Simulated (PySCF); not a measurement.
**The bond of InSi, level by level**

The task here is to estimate one member of a computed series from the others.

The runs use PySCF 2.14.0; In def2-SVPD with ECP28, Si def2-SVPD, scalar-relativistic core potentials.

The first run:

Settings of the job:

* atoms: In, Si
* charge: 0
* basis: In def2-SVPD with ECP28, Si def2-SVPD
* Hamiltonian: scalar-relativistic core potentials
* basis functions: 56
* electrons treated: 35
* masses in u: 114.9039, 27.9769
* levels: PBE0, PBE, r²SCAN, TPSS, LDA, MN15, HF, MP2, SCS-MP2, CCSD, CCSD(T)
* grid: 80 radial by 434 angular points
* occupations: held fixed by the projection of orbital angular momentum
* dissociation limit: In + Si, each in its ground configuration
* starting distance in angstrom: 2.505
* values of 2S to try: 1, 3

The run is started by

```console
$ OMP_NUM_THREADS=1 python dia.py task.json out
```

Among the steps run: Set-up; PBE0 along the bond; Other states along the same grid; PBE (GGA); r²SCAN (meta-GGA); TPSS (meta-GGA); LDA; MN15 (hybrid meta-GGA); UHF (mean field); Adding correlation.

One of the session's tables, all rows but one given; the rest of the session is left out.

Energy (eV) from each level's lowest point:

| R (Å) | UHF | UHF-MP2 | UHF-SCS-MP2 | UHF-CCSD | UHF-CCSD(T) |
| --- | --- | --- | --- | --- | --- |
| 2.262 | 0.806 | 0.631 | 0.649 | n/a | n/a |
| 2.367 | 0.413 | 0.281 | 0.294 | 0.323 | 0.315 |
| 2.472 | 0.175 | 0.090 | 0.098 | 0.114 | 0.109 |
| 2.551 | 0.071 | 0.021 | 0.025 | 0.033 | 0.030 |
| 2.630 | 0.017 | 0.000 | 0.000 | 0.000 | 0.000 |
| 2.709 | 0.000 | 0.015 | 0.011 | 0.004 | 0.007 |
| 2.814 | ? | ? | ? | ? | ? |
| 2.946 | 0.100 | 0.199 | 0.182 | 0.159 | 0.167 |
| 3.103 | 0.237 | 0.387 | 0.361 | 0.327 | 0.339 |
| 3.314 | 0.453 | 0.671 | 0.627 | n/a | n/a |

**Question.** Estimate the row for R (Å) = 2.814.

Worked estimate for «UHF». A straight line through the neighbours (2.709, 0.000) and (2.946, 0.100) gives 0.000 + (0.100 − 0.000) × (2.814 − 2.709) / (2.946 − 2.709) = 0.044; a parabola fitted to 4 rows on both sides gives 0.027.

The run gave: UHF: 0.022; UHF-MP2: 0.076; UHF-SCS-MP2: 0.067; UHF-CCSD: 0.052; UHF-CCSD(T): 0.058. In «UHF» the line misses by +0.022 and the parabola by +0.005.

To keep in mind: Lowest PBE0 solution found, without spin–orbit coupling: ⁴Σ⁻ (quartet), unpaired electrons σ ↑, π ↑↑. Warnings in the runs' records: inverted.
